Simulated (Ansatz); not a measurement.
# NbCuP2: the cost of one run

Method: DFT PBE, scalar-relativistic, plane waves, PAW, in Ansatz 0.2.0.

## (1) The starting structure

The structure is tetragonal, space group P4/mmm (No. 123). The conventional cell has a = 3.617 Å, b = 3.617 Å, c = 3.896 Å, α = 90.00°, β = 90.00°, γ = 90.00°. Nb (site symmetry 4/mmm) has 2 Cu at 1.95 Å and 4 P at 2.56 Å as nearest neighbours. Around Cu (site symmetry 4/mmm) lie 2 Nb at 1.95 Å and 4 P at 2.56 Å. Around P (site symmetry 4/mmm) lie 2 P at 1.95 Å and 4 Cu at 2.56 Å. Around P (site symmetry 4/mmm) lie 2 P at 1.95 Å and 4 Nb at 2.56 Å.

As a file:

```cif
data_structure
_symmetry_space_group_name_H-M 'P 1'
_symmetry_Int_Tables_number 1
_cell_length_a 3.6171
_cell_length_b 3.6171
_cell_length_c 3.8959
_cell_angle_alpha 90.000
_cell_angle_beta 90.000
_cell_angle_gamma 90.000
_cell_volume 50.97
loop_
_atom_site_label
_atom_site_type_symbol
_atom_site_fract_x
_atom_site_fract_y
_atom_site_fract_z
_atom_site_occupancy
Nb1 Nb 0.00000 0.00000 0.50000 1
Cu1 Cu 0.00000 0.00000 0.00000 1
P1 P 0.50000 0.50000 0.00000 1
P2 P 0.50000 0.50000 0.50000 1
```

Recipe of the guess: random cell by space group and Wyckoff sites (P4/mmm, No. 123). The dimensions are guesses.

## (2) Probe: one point on a coarse mesh

input.yaml reads:

```yaml
crystal:
  lattice:
    - [3.61705753, 0.0, 0.0]
    - [0.0, 3.61705753, 0.0]
    - [0.0, 0.0, 3.89592497]
  atoms:
    - { symbol: Nb, position: [0.0, 0.0, 0.5] }
    - { symbol: Cu, position: [0.0, 0.0, 0.0] }
    - { symbol: P, position: [0.5, 0.5, 0.0] }
    - { symbol: P, position: [0.5, 0.5, 0.5] }
basis:
  ecutwfc: 420
kpoints:
  mp_grid: { grid: [6, 6, 4] }
hamiltonian:
  xc: pbe
scf:
  occupations: { method: gaussian, width: 0.1 }
  lower_state_search: "off"
output:
  forces: true
  stress: true
  eigenvalues: true
```

Command:

```sh
> ansatz run input.yaml --threads 1 --pin off --max-ram 2048MiB --backend cpu --events-out ev --progress --plain --runs-dir out
```

**Question.** How long does this run take on 1 thread of Intel Xeon 6975P-C (Granite Rapids), shared host, and how much memory does it need?

About 1.7 s, with a peak of 0.41 GiB.
